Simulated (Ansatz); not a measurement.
**CH2AlBF2: one molecule under many settings**

How do the results and run time of CH2AlBF2 respond when the settings are drawn wide?

Method: the settings change from run to run; program: Ansatz 0.2.0, Gaussian basis.

### 1 The geometry

An earlier PBE0-D4 in a triple-zeta def2 set relaxation fixed the geometry.

7 atoms, charge 0, spin multiplicity 1.

Atoms are counted from 1 here; the program's logs count them from 0.

Bond lengths: F1–Al5 1.647 Å, C2–F3 1.316 Å, C2–B4 1.349 Å, C2–Al5 2.002 Å, B4–Al5 2.427 Å, B4–H6 1.174 Å, Al5–H7 1.570 Å. Angles: F3–C2–B4 151.8°, F3–C2–Al5 117.5°, B4–C2–Al5 90.7°, C2–B4–Al5 55.6°, C2–B4–H6 163.8°, Al5–B4–H6 108.2°, F1–Al5–C2 110.8°, F1–Al5–B4 144.5°, F1–Al5–H7 119.7°, C2–Al5–B4 33.8°, C2–Al5–H7 129.6°, B4–Al5–H7 95.8°.

### 2 B97/aug-cc-pVTZ

This run has atoms shaken by 0.15 Å, a grid of angular degree 11, finite nuclei, relativity set to none.

in.yaml reads:

```yaml
crystal:
  periodic: [false, false, false]
  atoms:
    - {symbol: F, position_ang: [1.474375, -1.225401, -1.363055]}
    - {symbol: C, position_ang: [-0.373387, -0.619272, 0.518909]}
    - {symbol: F, position_ang: [-0.476801, -1.932567, 1.184758]}
    - {symbol: B, position_ang: [-0.961498, 0.515652, 0.675034]}
    - {symbol: Al, position_ang: [0.865443, -0.240958, -0.620271]}
    - {symbol: H, position_ang: [-1.022159, 1.643567, 0.921934]}
    - {symbol: H, position_ang: [0.932701, 1.285967, -1.684072]}
basis:
  gaussian: {orbitals: aug-cc-pVTZ, final_grid: {core_spheres: 5, valence_spheres: 4, degree: 11}, nuclear_model: gaussian}
hamiltonian: {xc: {name: B97}, pseudopotentials: {relativity: none}}
output: {forces: true}
```

Started as:

```bash
$ ansatz run in.yaml --threads 2 --pin off --events-out ev --progress --plain --max-ram 4352MiB
```

Log, cut to the lines that bear on the results:

```text
Functional definition: B97
  name "B97"
  cite "Becke, J. Chem. Phys. 107, 8554 (1997) doi:10.1063/1.475007"
[...]
      + integral(e_c_pw_opposite_spin*poly(b97_u_opposite, cos0, cos1, cos2))
1327 factors; their error is unknown
[...]
mean field -13771.99176239 eV, -506.1113622767 hartree, gradient 2.6e-5 eV, S^2 0.000000; 0 other end points of the search recorded, 0 dependent functions left out
[...]
reference -13771.99179750 eV, -506.1113635669 hartree; 22, 22 occupied and 258, 258 virtual orbitals, 1327 factors
Total energy: -13771.99179750 eV, -506.1113635669 hartree
Atom 0 at     1.474375    -1.225401    -1.363055 Å, force     8.737112   -13.674059    -9.687331 eV/Å
Atom 1 at    -0.373387    -0.619272     0.518909 Å, force    -1.650861    -8.536439     4.808902 eV/Å
Atom 2 at    -0.476801    -1.932567     1.184758 Å, force     0.220977     2.495046    -1.641083 eV/Å
Atom 3 at    -0.961498     0.515652     0.675034 Å, force    -2.030096     4.888530     1.346539 eV/Å
Atom 4 at     0.865443    -0.240958    -0.620271 Å, force    -4.630202    15.634979     3.828648 eV/Å
Atom 5 at    -1.022159     1.643567     0.921934 Å, force    -0.567520     0.507177    -0.322959 eV/Å
Atom 6 at     0.932701     1.285967    -1.684072 Å, force    -0.079410    -1.315235     1.667284 eV/Å
Dipole moment:    -0.042948     0.330586     0.319304 e Å
```

It took 8.5 s on 2 threads of Arm Neoverse V1, shared host; peak memory 0.81 GiB.

Largest force 18.899 eV/Å, dipole 2.22 D.

### 3 SPW92/cc-pVTZ

Set apart from the defaults: charge +1, multiplicity 2.

in.yaml reads:

```yaml
crystal:
  periodic: [false, false, false]
  atoms:
    - {symbol: F, position_ang: [1.560840, -1.337441, -1.322275]}
    - {symbol: C, position_ang: [-0.503082, -0.611804, 0.743910]}
    - {symbol: F, position_ang: [-0.478491, -1.877825, 1.102833]}
    - {symbol: B, position_ang: [-0.963179, 0.650134, 0.866622]}
    - {symbol: Al, position_ang: [0.698731, -0.053540, -0.756261]}
    - {symbol: H, position_ang: [-1.151202, 1.799768, 0.724092]}
    - {symbol: H, position_ang: [0.897582, 1.362609, -1.404620]}
basis:
  gaussian: {orbitals: cc-pVTZ}
total_charge: 1
magnetization: {spin_polarized: true, initial_magnetization: 1}
hamiltonian: {xc: {name: SPW92}}
output: {forces: true}
```

Same command.

Log, cut to the lines that bear on the results:

```text
Functional definition: SPW92
  name "SPW92"
  cite "Dirac, Proc. Camb. Phil. Soc. 26, 376 (1930) doi:10.1017/S0305004100016108"
  cite "Slater, Phys. Rev. 81, 385 (1951) doi:10.1103/PhysRev.81.385"
  cite "Perdew & Wang, Phys. Rev. B 45, 13244 (1992) doi:10.1103/PhysRevB.45.13244"
[...]
1061 factors; their error is unknown
[...]
mean field -13688.48789751 eV, -503.0426518430 hartree, gradient 8.0e-6 eV, S^2 0.751140; 6 other end points of the search recorded, 0 dependent functions left out
[...]
reference -13688.48793834 eV, -503.0426533435 hartree; 22, 21 occupied and 160, 161 virtual orbitals, 1061 factors
Total energy: -13688.48793834 eV, -503.0426533435 hartree
Atom 0 at     1.560840    -1.337441    -1.322275 Å, force    -0.423416     0.072404     0.451807 eV/Å
Atom 1 at    -0.503082    -0.611804     0.743910 Å, force     0.261781    -5.210613     1.160507 eV/Å
Atom 2 at    -0.478491    -1.877825     1.102833 Å, force    -0.043448     2.527061    -0.643282 eV/Å
Atom 3 at    -0.963179     0.650134     0.866622 Å, force    -1.167961     2.213219     0.805764 eV/Å
Atom 4 at     0.698731    -0.053540    -0.756261 Å, force     1.663367    -0.049451    -1.951926 eV/Å
Atom 5 at    -1.151202     1.799768     0.724092 Å, force    -0.112905     0.276311    -0.076062 eV/Å
Atom 6 at     0.897582     1.362609    -1.404620 Å, force    -0.177419     0.171068     0.253192 eV/Å
Dipole moment:    -0.701176     0.917203     0.482740 e Å
```

Run time: 9 s. Hardware: 2 threads of Arm Neoverse V1, shared host; peak memory 0.42 GiB.

Largest force 5.345 eV/Å, ⟨S²⟩ 0.751.

### 4 B2GP-PLYP/def2-mTZVP

Set apart from the defaults: atoms shaken by 0.08 Å, the search for lower states set to light.

in.yaml reads:

```yaml
crystal:
  periodic: [false, false, false]
  atoms:
    - {symbol: F, position_ang: [1.597312, -1.339106, -1.387150]}
    - {symbol: C, position_ang: [-0.381514, -0.564562, 0.763759]}
    - {symbol: F, position_ang: [-0.343805, -1.849581, 1.220912]}
    - {symbol: B, position_ang: [-0.928877, 0.718137, 0.907418]}
    - {symbol: Al, position_ang: [0.790710, -0.021490, -0.682806]}
    - {symbol: H, position_ang: [-1.058981, 1.833421, 0.866565]}
    - {symbol: H, position_ang: [1.063298, 1.434380, -1.413160]}
basis:
  gaussian: {orbitals: def2-mTZVP}
hamiltonian: {xc: {name: B2GP-PLYP}}
scf: {lower_state_search: light}
output: {forces: true}
```

Launched as before.

Log, cut to the lines that bear on the results:

```text
Functional definition: B2GP-PLYP
  name "B2GP-PLYP"
  cite "Karton, Tarnopolsky, Lamère, Schatz & Martin, J. Phys. Chem. A 112, 12868 (2008) doi:10.1021/jp801805p"
  cite "Becke, Phys. Rev. A 38, 3098 (1988) doi:10.1103/PhysRevA.38.3098"
  cite "Lee, Yang & Parr, Phys. Rev. B 37, 785 (1988) doi:10.1103/PhysRevB.37.785"
[...]
908 factors; integrals over basis functions are off by at most 1.2e-3 eV
[...]
mean field -13759.29587018 eV, -505.6447968434 hartree, gradient 3.0e-6 eV, S^2 0.000000; 0 other end points of the search recorded, 0 dependent functions left out
9 core orbitals not correlated: weight in the atoms' cores, before any rotation towards them, 1.000 or more for the frozen orbitals, at most 0.000 for the correlated occupied ones
reference -13759.29599011 eV, -505.6448012506 hartree; 13, 13 occupied and 82, 82 virtual orbitals, 908 factors
second order -20.79107431 eV of doubles, -0.00000000 eV of singles
[...]
Total energy: -13766.78077686 eV, -505.9198620904 hartree
Atom 0 at     1.597312    -1.339106    -1.387150 Å, force    -0.488716     0.856609     0.533078 eV/Å
Atom 1 at    -0.381514    -0.564562     0.763759 Å, force    -0.867334     1.310849     0.808781 eV/Å
Atom 2 at    -0.343805    -1.849581     1.220912 Å, force    -0.209595     1.090756    -0.417455 eV/Å
Atom 3 at    -0.928877     0.718137     0.907418 Å, force     0.833705    -3.437210     0.397440 eV/Å
Atom 4 at     0.790710    -0.021490    -0.682806 Å, force     1.240008    -0.205829    -1.762140 eV/Å
Atom 5 at    -1.058981     1.833421     0.866565 Å, force    -0.239185     1.249932    -0.212048 eV/Å
Atom 6 at     1.063298     1.434380    -1.413160 Å, force    -0.268883    -0.865107     0.652344 eV/Å
Dipole moment:    -0.244825     0.616448     0.186475 e Å
```

Wall time 6.5 s (2 threads of Arm Neoverse V1, shared host).

Largest force 3.559 eV/Å, dipole 3.31 D.

### 5 CCSD/x2c-TZVPPall

Set apart from the defaults: 2 DIIS vectors.

in.yaml reads:

```yaml
crystal:
  periodic: [false, false, false]
  atoms:
    - {symbol: F, position_ang: [1.560840, -1.337441, -1.322275]}
    - {symbol: C, position_ang: [-0.503082, -0.611804, 0.743910]}
    - {symbol: F, position_ang: [-0.478491, -1.877825, 1.102833]}
    - {symbol: B, position_ang: [-0.963179, 0.650134, 0.866622]}
    - {symbol: Al, position_ang: [0.698731, -0.053540, -0.756261]}
    - {symbol: H, position_ang: [-1.151202, 1.799768, 0.724092]}
    - {symbol: H, position_ang: [0.897582, 1.362609, -1.404620]}
basis:
  gaussian: {orbitals: x2c-TZVPPall}
hamiltonian: {xc: {name: HF}}
correlation: {method: ccsd, diis_vectors: 2}
```

Launched as before.

Log, cut to the lines that bear on the results:

```text
Functional definition: HF
  name "HF"
  cite "Fock, Z. Phys. 61, 126 (1930) doi:10.1007/BF01340294"
  parent pbe
[...]
1205 factors; integrals over basis functions are off by at most 9.8e-4 eV
[...]
mean field -13748.42971107 eV, -505.2454728613 hartree, gradient 1.3e-6 eV, S^2 0.000000; 0 other end points of the search recorded, 0 dependent functions left out
9 core orbitals not correlated: weight in the atoms' cores, before any rotation towards them, 1.000 or more for the frozen orbitals, at most 0.000 for the correlated occupied ones
reference -13748.42971107 eV, -505.2454728613 hartree; 13, 13 occupied and 172, 172 virtual orbitals, 1205 factors
second order -22.44040631 eV of doubles, -0.00000000 eV of singles
cycle   1  -22.32390939 eV  change    1.2e-1 eV  update   1.2e-1
[...]
cycle  13  -22.98785523 eV  change    7.4e-6 eV  update   2.0e-5
Total energy: -13771.41756630 eV, -506.0902609594 hartree
Relativity: scalar
```

Run time: 39 s. Hardware: 2 threads of Arm Neoverse V1, shared host; peak memory 2.1 GiB.

T1 0.016.

### 6 wB97X/x2c-TZVPPall

Set apart from the defaults: finite nuclei.

Changes to in.yaml since step 5:

```diff
@@ -11,4 +11,3 @@
 basis:
-  gaussian: {orbitals: x2c-TZVPPall}
-hamiltonian: {xc: {name: HF}}
-correlation: {method: ccsd, diis_vectors: 2}
+  gaussian: {orbitals: x2c-TZVPPall, nuclear_model: gaussian}
+hamiltonian: {xc: {name: wB97X}}
```

Same command.

Log, cut to the lines that bear on the results:

```text
Functional definition: wB97X
  name "wB97X"
  cite "Chai & Head-Gordon, J. Chem. Phys. 128, 084106 (2008) doi:10.1063/1.2834918"
  cite "Becke, J. Chem. Phys. 107, 8554 (1997) doi:10.1063/1.475007"
[...]
  # The coefficients of nought are those of the uniform gas.
[...]
      + exact_x_lr(omega)
[...]
      + integral(e_c_pw_opposite_spin*poly(b97_u_opposite, 1, cos1, cos2, cos3, cos4))
1047 factors; their error is unknown
244 factors; integrals over basis functions are off by at most 9.3e-6 eV
[...]
mean field -13794.86912204 eV, -506.9520897370 hartree, gradient 1.4e-5 eV, S^2 0.000000; 0 other end points of the search recorded, 0 dependent functions left out
reference -13794.86908490 eV, -506.9520883718 hartree; 22, 22 occupied and 172, 172 virtual orbitals, 1047 factors
Total energy: -13794.86908490 eV, -506.9520883718 hartree
Relativity: scalar
```

It took 8 s on 2 threads of Arm Neoverse V1, shared host; peak memory 0.48 GiB.

### 7 PBE0-DH/6-31++G**

Set apart from the defaults: multiplicity 3, relativity set to none, high accuracy.

Changes to in.yaml since step 6:

```diff
@@ -11,3 +11,6 @@
 basis:
-  gaussian: {orbitals: x2c-TZVPPall, nuclear_model: gaussian}
-hamiltonian: {xc: {name: wB97X}}
+  gaussian: {orbitals: "6-31++G**"}
+magnetization: {spin_polarized: true, initial_magnetization: 2}
+hamiltonian: {xc: {name: PBE0-DH}, pseudopotentials: {relativity: none}}
+accuracy: high
+output: {forces: true}
```

Same command.

Log, cut to the lines that bear on the results:

```text
Functional definition: PBE0-DH
  name "PBE0-DH"
  cite "Brémond & Adamo, J. Chem. Phys. 135, 024106 (2011) doi:10.1063/1.3604569"
  cite "Perdew, Burke & Ernzerhof, Phys. Rev. Lett. 77, 3865 (1996) doi:10.1103/PhysRevLett.77.3865"
[...]
2206 factors; integrals over basis functions are off by at most 3.6e-9 eV
[...]
mean field -13758.33988605 eV, -505.6096650746 hartree, gradient 4.2e-8 eV, S^2 2.013453; 2 other end points of the search recorded, 0 dependent functions left out
9 core orbitals not correlated: weight in the atoms' cores, before any rotation towards them, 1.000 or more for the frozen orbitals, at most 0.000 for the correlated occupied ones
reference -13758.33988940 eV, -505.6096651977 hartree; 14, 12 occupied and 88, 90 virtual orbitals, 2206 factors
second order -20.23821301 eV of doubles, -0.00000000 eV of singles
[...]
Total energy: -13760.86966603 eV, -505.7026327740 hartree
Atom 0 at     1.560840    -1.337441    -1.322275 Å, force     0.532677    -0.392641    -0.474121 eV/Å
Atom 1 at    -0.503082    -0.611804     0.743910 Å, force     3.582984    -3.445811    -2.904706 eV/Å
Atom 2 at    -0.478491    -1.877825     1.102833 Å, force    -1.038102    -0.409398     1.272371 eV/Å
Atom 3 at    -0.963179     0.650134     0.866622 Å, force    -2.754198     4.522849     1.660837 eV/Å
Atom 4 at     0.698731    -0.053540    -0.756261 Å, force    -0.181084    -0.058792     0.223893 eV/Å
Atom 5 at    -1.151202     1.799768     0.724092 Å, force    -0.162891    -0.133628     0.219068 eV/Å
Atom 6 at     0.897582     1.362609    -1.404620 Å, force     0.020615    -0.082578     0.002658 eV/Å
Dipole moment:    -0.162866     0.432338     0.048508 e Å
```

Run time: 43 s. Hardware: 2 threads of Arm Neoverse V1, shared host; peak memory 0.86 GiB.

Largest force 5.757 eV/Å, dipole 2.23 D, ⟨S²⟩ 2.013.

### 8 r2SCANh/cc-pVTZ-DK

Set apart from the defaults: charge -1, multiplicity 2, atoms shaken by 0.15 Å, finite nuclei, D3(BJ) with three-body dispersion.

in.yaml reads:

```yaml
crystal:
  periodic: [false, false, false]
  atoms:
    - {symbol: F, position_ang: [1.448973, -1.232888, -1.356946]}
    - {symbol: C, position_ang: [-0.435517, -0.660918, 0.824017]}
    - {symbol: F, position_ang: [-0.503695, -1.880741, 1.377288]}
    - {symbol: B, position_ang: [-0.937166, 0.631331, 0.985108]}
    - {symbol: Al, position_ang: [0.653086, -0.245413, -0.723324]}
    - {symbol: H, position_ang: [-1.268223, 2.128477, 0.490781]}
    - {symbol: H, position_ang: [0.979485, 1.280709, -1.386458]}
basis:
  gaussian: {orbitals: cc-pVTZ-DK, nuclear_model: gaussian}
total_charge: -1
magnetization: {spin_polarized: true, initial_magnetization: 1}
hamiltonian: {xc: {name: r2SCANh}, dispersion: d3bjatm}
output: {forces: true}
```

The command is unchanged.

Log, cut to the lines that bear on the results:

```text
Functional definition: r2SCANh
  name "r2SCANh"
  cite "Bursch, Neugebauer, Ehlert & Grimme, J. Chem. Phys. 156, 134105 (2022) doi:10.1063/5.0086040"
  cite "Furness, Kaplan, Ning, Perdew & Sun, J. Phys. Chem. Lett. 11, 8208 (2020) doi:10.1021/acs.jpclett.0c02405"
  cite "Furness, Kaplan, Ning, Perdew & Sun, J. Phys. Chem. Lett. 11, 9248 (2020) doi:10.1021/acs.jpclett.0c03077"
  parent r2scan
[...]
1060 factors; their error is unknown
[...]
mean field -13789.67928555 eV, -506.7613667636 hartree, gradient 6.4e-5 eV, S^2 0.766653; 0 other end points of the search recorded, 0 dependent functions left out
[...]
reference -13789.67930159 eV, -506.7613673529 hartree; 23, 22 occupied and 159, 160 virtual orbitals, 1060 factors
Total energy: -13789.71860288 eV, -506.7628116490 hartree
Relativity: scalar
Atom 0 at     1.448973    -1.232888    -1.356946 Å, force     8.309956   -10.129123    -6.837900 eV/Å
Atom 1 at    -0.435517    -0.660918     0.824017 Å, force     1.524500     1.422247    -2.793693 eV/Å
Atom 2 at    -0.503695    -1.880741     1.377288 Å, force    -0.557836    -1.076380     1.293974 eV/Å
Atom 3 at    -0.937166     0.631331     0.985108 Å, force    -2.093299     3.897223     0.144899 eV/Å
Atom 4 at     0.653086    -0.245413    -0.723324 Å, force    -8.031494    10.507230     6.819666 eV/Å
Atom 5 at    -1.268223     2.128477     0.490781 Å, force     1.092691    -3.794572     1.105853 eV/Å
Atom 6 at     0.979485     1.280709    -1.386458 Å, force    -0.244518    -0.826626     0.267202 eV/Å
Dipole moment:     0.491314    -0.657198    -0.464803 e Å
```

It took 14 s on 2 threads of Arm Neoverse V1, shared host; peak memory 0.51 GiB.

Largest force 14.880 eV/Å, ⟨S²⟩ 0.767.

### 9 rPW86-PBE/cc-pVTZ-DK

This run has atoms shaken by 0.08 Å.

in.yaml reads:

```yaml
crystal:
  periodic: [false, false, false]
  atoms:
    - {symbol: F, position_ang: [1.611481, -1.334620, -1.358288]}
    - {symbol: C, position_ang: [-0.515714, -0.731155, 0.838249]}
    - {symbol: F, position_ang: [-0.454236, -2.017458, 1.139742]}
    - {symbol: B, position_ang: [-1.010764, 0.755753, 1.017022]}
    - {symbol: Al, position_ang: [0.643557, -0.171788, -0.625653]}
    - {symbol: H, position_ang: [-1.207822, 1.837538, 0.757484]}
    - {symbol: H, position_ang: [0.964818, 1.376410, -1.469139]}
basis:
  gaussian: {orbitals: cc-pVTZ-DK}
hamiltonian: {xc: {name: rPW86-PBE}}
output: {forces: true}
```

Launched as before.

Log, cut to the lines that bear on the results:

```text
Functional definition: rPW86-PBE
  name "rPW86-PBE"
  cite "Murray, Lee & Langreth, J. Chem. Theory Comput. 5, 2754 (2009) doi:10.1021/ct900365q"
  cite "Perdew, Burke & Ernzerhof, Phys. Rev. Lett. 77, 3865 (1996) doi:10.1103/PhysRevLett.77.3865"
  parent pbe
[...]
1060 factors; their error is unknown
[...]
mean field -13815.53531893 eV, -507.7115584646 hartree, gradient 3.0e-5 eV, S^2 0.000000; 0 other end points of the search recorded, 0 dependent functions left out
[...]
reference -13815.53543149 eV, -507.7115626008 hartree; 22, 22 occupied and 160, 160 virtual orbitals, 1060 factors
Total energy: -13815.53543149 eV, -507.7115626008 hartree
Relativity: scalar
Atom 0 at     1.611481    -1.334620    -1.358288 Å, force    -0.061152    -0.270812     0.150755 eV/Å
Atom 1 at    -0.515714    -0.731155     0.838249 Å, force    -1.626041     6.714629    -0.146987 eV/Å
Atom 2 at    -0.454236    -2.017458     1.139742 Å, force    -0.425462    -0.500291     0.787181 eV/Å
Atom 3 at    -1.010764     0.755753     1.017022 Å, force     1.738493    -7.546655     0.171673 eV/Å
Atom 4 at     0.643557    -0.171788    -0.625653 Å, force     1.055362     1.809092    -1.717497 eV/Å
Atom 5 at    -1.207822     1.837538     0.757484 Å, force    -0.130025     1.223203    -0.296188 eV/Å
Atom 6 at     0.964818     1.376410    -1.469139 Å, force    -0.551175    -1.429166     1.051064 eV/Å
Dipole moment:    -0.355128     0.308479     0.301237 e Å
```

It took 6 s on 2 threads of Arm Neoverse V1, shared host.

Largest force 7.746 eV/Å, dipole 2.68 D.

### 10 HF/6-31++G**

in.yaml reads:

```yaml
crystal:
  periodic: [false, false, false]
  atoms:
    - {symbol: F, position_ang: [1.560840, -1.337441, -1.322275]}
    - {symbol: C, position_ang: [-0.503082, -0.611804, 0.743910]}
    - {symbol: F, position_ang: [-0.478491, -1.877825, 1.102833]}
    - {symbol: B, position_ang: [-0.963179, 0.650134, 0.866622]}
    - {symbol: Al, position_ang: [0.698731, -0.053540, -0.756261]}
    - {symbol: H, position_ang: [-1.151202, 1.799768, 0.724092]}
    - {symbol: H, position_ang: [0.897582, 1.362609, -1.404620]}
basis:
  gaussian: {orbitals: "6-31++G**"}
hamiltonian: {xc: {name: HF}}
output: {forces: true}
```

Launched as before.

Log, cut to the lines that bear on the results:

```text
Functional definition: HF
  name "HF"
  cite "Fock, Z. Phys. 61, 126 (1930) doi:10.1007/BF01340294"
  parent pbe
[...]
928 factors; integrals over basis functions are off by at most 1.1e-3 eV
[...]
mean field -13727.87657642 eV, -504.4901590945 hartree, gradient 2.4e-5 eV, S^2 0.000000; 0 other end points of the search recorded, 0 dependent functions left out
[...]
reference -13727.87657642 eV, -504.4901590945 hartree; 22, 22 occupied and 89, 89 virtual orbitals, 928 factors
Total energy: -13727.87657642 eV, -504.4901590945 hartree
Atom 0 at     1.560840    -1.337441    -1.322275 Å, force     0.068216     0.001923    -0.076029 eV/Å
Atom 1 at    -0.503082    -0.611804     0.743910 Å, force     0.111605     0.792746    -0.365102 eV/Å
Atom 2 at    -0.478491    -1.877825     1.102833 Å, force    -0.121800    -0.001010     0.134055 eV/Å
Atom 3 at    -0.963179     0.650134     0.866622 Å, force    -0.241928    -0.223788     0.337139 eV/Å
Atom 4 at     0.698731    -0.053540    -0.756261 Å, force     0.227922    -0.269392    -0.169095 eV/Å
Atom 5 at    -1.151202     1.799768     0.724092 Å, force    -0.001540    -0.232717     0.072122 eV/Å
Atom 6 at     0.897582     1.362609    -1.404620 Å, force    -0.042475    -0.067762     0.066910 eV/Å
Dipole moment:    -0.228687     0.609244     0.067615 e Å
```

It took 1.1 s on 2 threads of Arm Neoverse V1, shared host.

Largest force 0.880 eV/Å, dipole 3.14 D.

### 11 All runs side by side

| level | charge | multiplicity | geometry | functions | energy (eV) | time |
| --- | --- | --- | --- | --- | --- | --- |
| B97/aug-cc-pVTZ | 0 | 1 | shaken | 280 | -13771.992 | 8.5 s |
| SPW92/cc-pVTZ | 1 | 2 | relaxed | 182 | -13688.488 | 9 s |
| B2GP-PLYP/def2-mTZVP | 0 | 1 | shaken | 104 | -13766.781 | 6.5 s |
| CCSD/x2c-TZVPPall | 0 | 1 | relaxed | 194 | -13771.418 | 39 s |
| wB97X/x2c-TZVPPall | 0 | 1 | relaxed | 194 | -13794.869 | 8 s |
| PBE0-DH/6-31++G** | 0 | 3 | relaxed | 111 | -13760.870 | 43 s |
| r2SCANh/cc-pVTZ-DK | -1 | 2 | shaken | 182 | -13789.719 | 14 s |
| rPW86-PBE/cc-pVTZ-DK | 0 | 1 | shaken | 182 | -13815.535 | 6 s |
| HF/6-31++G** | 0 | 1 | relaxed | 111 | -13727.877 | 1.1 s |

### 12 Summary of results

```
                                         quantity                    value
                                             runs                        9
                                         quickest      HF/6-31++G**, 1.1 s
                                          slowest  PBE0-DH/6-31++G**, 43 s
spread of total energies, same state and geometry                  67.0 eV
```

In words: PBE0-DH/6-31++G** took 37 times as long as HF/6-31++G**. The jobs differ in tasks and options as well as level. Total energies at one charge and spin differ by 67 eV between levels, so only differences within one level mean anything. Some of these runs are scalar-relativistic and others not, which shifts the totals of all-electron atoms past neon by eV; core potentials, where a basis has them, take the core out of the total altogether. At the PBE0-D4/def2-TZVP geometry and in the same state, runs without warnings or point charges leave forces up to 0.88 eV/Å (HF/6-31++G**), against 18.9 eV/Å where the atoms were moved.
